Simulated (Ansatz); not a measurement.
## LiBe under changes of volume

One of the cells (11.434 Å³/atom); the others are scaled copies at fixed shape and fractional positions:

```
CELL_PARAMETERS angstrom
2.29599 0.00000 0.00000
0.00000 3.61277 0.00000
-0.40174 0.00000 5.51353
ATOMIC_POSITIONS crystal
Be 0.24358 0.75000 0.42383
Be 0.75642 0.25000 0.57617
Li 0.26315 0.75000 0.84514
Li 0.73685 0.25000 0.15486
```

The cell comes from a database or a generator and needn't be the stable form of this composition.

| Quantity | Value |
| --- | --- |
| Program | Ansatz 0.2.0 |
| Functional | PBE |
| Potentials or basis | Ansatz PAW |
| Cutoff | 420 eV (not typed: the program's choice for these potentials) |
| k mesh | 11 × 7 × 5 |
| Occupations | fermi-dirac, width 0.05 eV |
| Spin | no spin polarisation |

| volume (Å³/atom) | energy over the lowest point (meV/atom) | pressure (GPa) | largest force (eV/Å) |
| --- | --- | --- | --- |
| 10.747 | 6.48 | 3.4 | 0.126 |
| 10.976 | 2.63 | 2.1 | 0.089 |
| 11.205 | 0.51 | 0.9 | 0.054 |
| 11.434 | 0.00 | -0.2 | 0.022 |
| 11.662 | ? | ? | ? |
| 11.891 | 3.24 | -2.0 | 0.048 |
| 12.120 | 6.76 | -2.9 | 0.068 |

Problem. What does the run at 11.662 Å³/atom give?

Solution. Energy over the lowest point 0.95 meV/atom; pressure -1.1 GPa; largest force 0.026 eV/Å.

Worked out: A Birch-Murnaghan fit of order 3 (a polynomial in V^(-2/3)) to the other rows has its minimum at 11.40 Å³/atom with B0 = V·E''(V) = 52 GPa and B' = 3.3 at fixed shape and positions, which overstates the stiffness. It gives 0.95 meV/atom at 11.662 Å³/atom, against the run's 0.95, and -dE/dV = -1.1 GPa, against -1.1.

Energies are extrapolated to zero smearing.
